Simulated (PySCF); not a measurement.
# GaP−: from the state search to spectroscopic constants

The task here is to estimate one member of a computed series from the others.

Method: Ga def2-TZVPPD, P def2-TZVPPD, no relativity; program: PySCF 2.14.0.

2 further runs of the same task are left out: 2 set aside as unsound or not needed.

Set-up of the first run:

A driver script around PySCF takes these settings:

* atoms: Ga, P
* charge: -1
* basis: Ga def2-TZVPPD, P def2-TZVPPD
* Hamiltonian: no relativity
* basis functions: 102
* electrons treated: 47
* masses in u: 68.9256, 30.9738
* levels: PBE0, PBE, r²SCAN, BP86, B3LYP, M06-2X, PBEsol, revPBE, HSE06, MP2, SCS-MP2, CCSD, CCSD(T)
* grid: 80 radial by 434 angular points
* occupations: held fixed by the projection of orbital angular momentum
* dissociation limit: Ga + P−, each in its ground configuration
* starting distance in angstrom: 2.370
* values of 2S to try: 1, 3

Command:

```bash
> OMP_NUM_THREADS=2 python dia.py task.json out
```

Steps of the session up to this table: The job; The PBE0 curve of the state that the search chose; Excited determinants; PBE; r²SCAN (meta-GGA); BP86 (GGA); B3LYP (global hybrid GGA); M06-2X (hybrid meta-GGA); PBEsol (GGA); revPBE (GGA); HSE06 (range-separated hybrid); Adding correlation.

One of the session's tables, all rows but one given; the rest of the session is left out.

It belongs to the step «Constants by level of theory». 

| level | Re (Å) | ωe (cm⁻¹) | De (eV) | μ (D) |
| --- | --- | --- | --- | --- |
| ROHF-CCSD | 2.141 | 448 | 3.29 | n/a |
| ROHF-CCSD(T) | 2.146 | 443 | 3.63 | n/a |
| PBE | 2.144 | 434 | 3.83 | -3.57 |
| PBEsol | 2.126 | 447 | 4.12 | -3.49 |
| revPBE | 2.154 | 428 | 3.58 | -3.62 |
| BP86 | 2.147 | 429 | 3.77 | -3.56 |
| r²SCAN | ? | ? | ? | ? |
| B3LYP | 2.148 | 429 | 3.42 | -3.81 |
| PBE0 | 2.129 | 450 | 3.55 | -3.82 |
| HSE06 | 2.131 | 447 | 3.57 | -3.76 |
| M06-2X | 2.143 | 449 | 3.42 | -4.31 |

Q: Estimate the row for r²SCAN from the others.

**Answer.** Re (Å): 2.123; ωe (cm⁻¹): 451; De (eV): 3.77; μ (D): -3.59. In the column «Re (Å)» it is the lowest.
